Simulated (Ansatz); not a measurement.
**C2H6GeO2: up Jacob's ladder to CCSD(T)**

How much do the methods differ for C2H6GeO2? The plan is to run it at one geometry with functionals of several rungs and with coupled cluster, and see how far each lands from CCSD(T) at the basis-set limit for the atomisation energy.

Program: Ansatz 0.2.0, Gaussian basis. Level of theory: functionals in def2-TZVPP, the program's frozen cores in correlated methods. These are calculated values, not measurements.

The runs, in order: PBE-D4, r2SCAN-D4, PBE0-D4, B3LYP-D4, ωB97X-V, ωB97M-V, B2PLYP; CCSD(T)/def2-TZVPP; MP2/def2-QZVPP; extrapolation to the limit.

## 1. The relaxed structure

The geometry comes from an earlier relaxation with PBE0-D4 in a triple-zeta def2 set; it is a stationary point, not always the lowest conformer.

SMILES `O=C(O)[CH2][GeH3]`, 11 atoms, charge 0, spin multiplicity 1.

Atoms are counted from 1 here; the program's logs count them from 0.

Bond lengths: O1–C2 1.202 Å, C2–O3 1.348 Å, C2–C4 1.485 Å, O3–H6 0.967 Å, C4–Ge5 1.978 Å, C4–H7 1.090 Å, C4–H8 1.089 Å, Ge5–H9 1.535 Å, Ge5–H10 1.534 Å, Ge5–H11 1.536 Å. Angles: O1–C2–O3 122.2°, O1–C2–C4 125.7°, O3–C2–C4 112.1°, C2–O3–H6 106.3°, C2–C4–Ge5 110.9°, C2–C4–H7 111.2°, C2–C4–H8 109.0°, Ge5–C4–H7 107.6°, Ge5–C4–H8 107.6°, H7–C4–H8 110.4°, C4–Ge5–H9 109.5°, C4–Ge5–H10 109.3°, C4–Ge5–H11 107.8°, H9–Ge5–H10 110.3°, H9–Ge5–H11 109.9°, H10–Ge5–H11 110.1°.

## 2. PBE-D4 (GGA)

in.yaml reads:

```yaml
crystal:
  periodic: [false, false, false]
  atoms:
    - {symbol: O, position_ang: [-2.141870, -0.259170, -0.476721]}
    - {symbol: C, position_ang: [-1.232595, -0.258221, 0.309972]}
    - {symbol: O, position_ang: [-1.334984, 0.314756, 1.526162]}
    - {symbol: C, position_ang: [0.118519, -0.828629, 0.074148]}
    - {symbol: Ge, position_ang: [1.334522, 0.529469, -0.692577]}
    - {symbol: H, position_ang: [-2.227622, 0.683981, 1.577271]}
    - {symbol: H, position_ang: [0.564503, -1.183213, 1.003244]}
    - {symbol: H, position_ang: [0.039871, -1.642583, -0.644857]}
    - {symbol: H, position_ang: [1.502343, 1.687264, 0.300754]}
    - {symbol: H, position_ang: [0.750703, 1.044182, -2.014213]}
    - {symbol: H, position_ang: [2.692011, -0.144734, -0.942482]}
basis:
  gaussian: {orbitals: def2-TZVPP}
hamiltonian: {xc: pbe, dispersion: d4}
output: {forces: true, orbitals: {seedname: orbitals}}
```

On the command line:

```console
> ansatz run in.yaml --threads 4 --pin off --events-out ev --progress --plain --max-ram 10444MiB
```

After this run come: r2SCAN-D4 (meta-GGA); PBE0-D4 (hybrid); B3LYP-D4 (hybrid); ωB97X-V (range-separated); ωB97M-V (range-separated); B2PLYP (double hybrid); CCSD(T) in def2-TZVPP; MP2 in def2-QZVPP.

Q: Predict the results of all the runs planned. Wanted: atomisation energy, CCSD(T)/CBS; farthest; mean size of error, hybrid; mean size of error, range-separated; gap, smallest and largest; T1 diagnostic; triples share of the correlation energy.

As calculated:

| quantity | value |
| --- | --- |
| atomisation energy, CCSD(T)/CBS | 984.3 kcal/mol |
| functionals within 9.8 kcal/mol (1.0 %) | r2SCAN-D4, PBE0-D4, B3LYP-D4, ωB97X-V, ωB97M-V |
| farthest | PBE-D4 (+22.3 kcal/mol) |
| mean size of error, hybrid | 3.5 kcal/mol |
| mean size of error, range-separated | 1.8 kcal/mol |
| gap, smallest and largest | 5.30 eV (PBE-D4), 12.73 eV (ωB97X-V) |
| T1 diagnostic | 0.0137 |
| triples share of the correlation energy | 3.9 % |

In words: PBE-D4 is off by +22.3 kcal/mol. Double hybrids carry the basis error of their MP2 part in triple zeta, and no dispersion term here, so their miss is partly the set-up's. The reference freezes the cores and leaves out relativity and excitations past (T), and its outer-core shells are covered unevenly, so misses under about 9.8 kcal/mol can't be ranked. Hartree-Fock recovers 70 % of the binding; the rest is correlation. Orbital gaps span 5.3 to 12.7 eV; exact exchange widens them. Correlated methods include outer-core shells of Ge, which these sets cover unevenly.
